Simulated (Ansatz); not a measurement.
# CH₄O₃Si: how energies converge with the basis set

Aim: see how fast density functionals converge with the basis set for CH₄O₃Si.

Program: Ansatz 0.2.0, Gaussian basis. Level of theory: one geometry, several basis sets. These are calculated values, not measurements.

Plan: PBE0-D4/def2-SVP; ωB97M-V/def2-SVP; PBE0-D4/def2-QZVPP; ωB97M-V/def2-QZVPP; the functionals' def2-TZVPP values are taken from earlier runs.

### Step 1. The geometry

The geometry comes from an earlier relaxation with PBE0-D4 in a triple-zeta def2 set; it is a stationary point, not always the lowest conformer.

SMILES `O=C[SiH](O)O`, 9 atoms, charge 0, spin multiplicity 1.

Atoms are counted from 1 here; the program's logs count them from 0.

Bond lengths: O1–C2 1.212 Å, C2–Si3 1.928 Å, C2–H6 1.114 Å, Si3–O4 1.635 Å, Si3–O5 1.632 Å, Si3–H7 1.477 Å, O4–H8 0.959 Å, O5–H9 0.965 Å. Angles: O1–C2–Si3 118.0°, O1–C2–H6 118.8°, Si3–C2–H6 123.2°, C2–Si3–O4 111.4°, C2–Si3–O5 102.1°, C2–Si3–H7 112.1°, O4–Si3–O5 113.5°, O4–Si3–H7 104.9°, O5–Si3–H7 113.0°, Si3–O4–H8 118.2°, Si3–O5–H9 112.2°.

Geometry (Å):

```xyz
9
CH4O3Si
O    -0.8378    1.8221    0.5580
C    -0.5259    0.7425    1.0117
Si   -0.0464   -0.6549   -0.2269
O     1.4770   -1.1871    0.0351
O    -0.2395    0.0841   -1.6691
H    -0.5152    0.6076    2.1177
H    -0.8993   -1.8513   -0.0728
H     2.2058   -0.6087   -0.1966
H    -0.5303    0.9995   -1.5742
```

### Step 2. PBE0-D4 in def2-SVP

File in.yaml:

```yaml
crystal:
  periodic: [false, false, false]
  atoms:
    - {symbol: O, position_ang: [-0.837837, 1.822092, 0.557984]}
    - {symbol: C, position_ang: [-0.525927, 0.742526, 1.011740]}
    - {symbol: Si, position_ang: [-0.046424, -0.654896, -0.226856]}
    - {symbol: O, position_ang: [1.477040, -1.187144, 0.035095]}
    - {symbol: O, position_ang: [-0.239452, 0.084092, -1.669105]}
    - {symbol: H, position_ang: [-0.515164, 0.607576, 2.117696]}
    - {symbol: H, position_ang: [-0.899315, -1.851345, -0.072806]}
    - {symbol: H, position_ang: [2.205792, -0.608676, -0.196605]}
    - {symbol: H, position_ang: [-0.530312, 0.999473, -1.574243]}
basis:
  gaussian: {orbitals: def2-SVP}
hamiltonian: {xc: pbe0, dispersion: d4}
output: {orbitals: {seedname: orbitals}}
```

Started as:

```console
ansatz run in.yaml --threads 2 --pin off --events-out ev --progress --plain --max-ram 4352MiB
```

After this run come: ωB97M-V in def2-SVP; PBE0-D4 in def2-QZVPP; ωB97M-V in def2-QZVPP.

Q: Predict the results of all the runs planned. Wanted: PBE0-D4: double and triple zeta above quadruple; ωB97M-V: double and triple zeta above quadruple.

The runs gave:

```
                                       quantity           value
PBE0-D4: double and triple zeta above quadruple  12.62, 0.69 eV
ωB97M-V: double and triple zeta above quadruple  12.80, 0.65 eV
```

What this shows: For PBE0-D4 the step from double to triple zeta gains 11.93 eV and the next only 0.69 eV. Total energies overstate the basis error of differences, where much of it tends to cancel.
